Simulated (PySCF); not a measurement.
# CH5F2NSi: the cost of one run

The runs use PySCF 2.14.0, with density-fitted response routines of our own; the level of theory stands in each step. All values are computed, except where a source is named. Atoms are numbered from 0 throughout.

## Step 1: The molecule as given

10 atoms, charge 0, multiplicity 1; geometry from: PBE0-D3(BJ)/def2-SVP.

Bonds of the start (Å): C0–N1 1.44, N1–Si2 1.70, Si2–F3 1.61, Si2–F4 1.61, C0–H5 1.11, C0–H6 1.10, C0–H7 1.10, N1–H8 1.01, Si2–H9 1.48.

## Step 2: Shielding tensors: PBE0/pcSseg-2

What the job is given:

```
{"job": {"kind": "nmr", "xc": "PBE0", "basis": "pcSseg-2", "pop": false}, "charge": 0, "multiplicity": 1}
C      1.338615     0.336003    -0.369423
N      0.304455    -0.158162     0.510542
Si    -1.341708    -0.314089     0.133381
F     -2.153784    -0.320695     1.527343
F     -1.783177     0.962986    -0.751051
H      2.003889    -0.460108    -0.750508
H      1.967823     1.091235     0.130202
H      0.881696     0.831516    -1.238554
H      0.624102    -0.494305     1.411626
H     -1.794446    -1.499855    -0.624767
```

Method: GIAO PBE0/pcSseg-2 NMR shielding, non-relativistic, gas phase.

Command:

```bash
OMP_NUM_THREADS=1 python probes_run.py task.json out
```

One launch serves the whole session: the jobs run in the order shown.

**Question.** How long does this first job take on 1 thread of Intel Xeon Platinum 8259CL at 2.50GHz, shared host, and how much memory does it need?

About 36 s, with a peak of 1.1 GiB.
